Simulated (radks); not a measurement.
# Valence configurations of Xe⁺

One table from this session's results is given with a row withheld; the runs are named, their logs left out.

Program: radks (a radial shooting solver on a logarithmic mesh, Libxc functionals) version 1. Level of theory: non-relativistic Kohn-Sham, PBE, spin-polarised, spherical densities, point nucleus; open shells are filled with parallel spins first. These are calculated values, not measurements, unless marked.

### The atom as given

```
element       : xenon (Z = 54)
charge        : +1
electrons     : 53
configuration : [Kr] 4d10 5s2 5p5
others tried  : 4d10 5s1 5p6; 4d10 5s1.5 5p5.5; 4d9 5s2 5p6; 4d9.5 5s2 5p5.5
```

The outer shells:

Xe⁺
```
[Kr] core
4d [↑↓][↑↓][↑↓][↑↓][↑↓]
5s [↑↓]
5p [↑↓][↑↓][↑ ]
```

Set-up of the first run:

The run's settings:

```text
Z 54
configuration [Kr] 4d10 5s2 5p5
relativity non-relativistic
functional pbe,pbe
spin polarised
nucleus point
```

Among the steps run: [Kr] 4d10 5s2 5p5.

One table of the session follows, with a row left open; its other results are not shown here.

It belongs to the step «[Kr] 4d10 5s2 5p5». Sizes of the orbitals, from the radial functions (bohr):

| level | <r> | outermost maximum (interpolated) | 90 % within | nodes |
| --- | --- | --- | --- | --- |
| 4p up | 0.7775 | 0.705 | 1.13 | 2 |
| 4p down | ? | ? | ? | ? |
| 4d up | 0.8707 | 0.746 | 1.32 | 1 |
| 4d down | 0.8696 | 0.746 | 1.32 | 1 |
| 5s up | 1.900 | 1.68 | 2.75 | 4 |
| 5s down | 1.900 | 1.68 | 2.75 | 4 |
| 5p up | 2.202 | 1.90 | 3.24 | 3 |
| 5p down | 2.213 | 1.90 | 3.27 | 3 |

Q: Estimate the row for 4p down from the others.

**Answer.** <r>: 0.7773; outermost maximum (interpolated): 0.705; 90 % within: 1.13; nodes: 2. In the column «<r>» it is the lowest.

To keep in mind: Relativity is left out, which favours d and f over s occupation in heavy atoms.
